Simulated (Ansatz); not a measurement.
# MgBe2S3: the cost of one run

Method: DFT PBE, scalar-relativistic, plane waves, PAW, in Ansatz 0.2.0.

## (1) The system as given

Symmetry: P6/mmm, No. 191, hexagonal system. Conventional cell: a = 4.538 Å, b = 4.538 Å, c = 6.072 Å, α = 90.00°, β = 90.00°, γ = 120.00°. Mg (site symmetry 6/mmm) has 2 Be at 2.22 Å as nearest neighbours. Around Be (site symmetry 6mm) lie 1 Be at 1.63 Å. S (site symmetry mmm) is surrounded by 4 S at 2.27 Å and 4 Be at 2.41 Å.

Coordinates:

```
Mg Be S
1.0
     4.53797    0.00000    0.00000
    -2.26899    3.93000    0.00000
     0.00000    0.00000    6.07210
Mg Be S
1 2 3
Direct
  0.00000 0.00000 0.50000
  0.00000 0.00000 0.86574
  0.00000 0.00000 0.13426
  0.50000 0.00000 0.00000
  0.00000 0.50000 0.00000
  0.50000 0.50000 0.00000
```

The cell is invented: random cell by space group and Wyckoff sites (P6/mmm, No. 191). Its size is a rough estimate.

## (2) Probe: one point on a coarse mesh

input.yaml

```yaml
crystal:
  lattice:
    - [4.53797268, 0.0, 0.0]
    - [-2.26898634, 3.92999963, 0.0]
    - [0.0, 0.0, 6.07209666]
  atoms:
    - { symbol: Mg, position: [0.0, 0.0, 0.5] }
    - { symbol: Be, position: [0.0, 0.0, 0.86573746] }
    - { symbol: Be, position: [0.0, 0.0, 0.13426254] }
    - { symbol: S, position: [0.5, 0.0, 0.0] }
    - { symbol: S, position: [0.0, 0.5, 0.0] }
    - { symbol: S, position: [0.5, 0.5, 0.0] }
basis:
  ecutwfc: 420
kpoints:
  mp_grid: { grid: [6, 6, 4] }
hamiltonian:
  xc: pbe
scf:
  occupations: { method: gaussian, width: 0.1 }
  lower_state_search: "off"
output:
  forces: true
  stress: true
  eigenvalues: true
```

The run is started by

```console
> ansatz run input.yaml --threads 1 --pin off --max-ram 2560MiB --backend cpu --events-out ev --progress --plain --runs-dir out
```

**Question.** How long does this run take on 1 thread of Arm Neoverse V1, shared host, and how much memory does it need?

About 3.9 s, with a peak of 0.35 GiB.
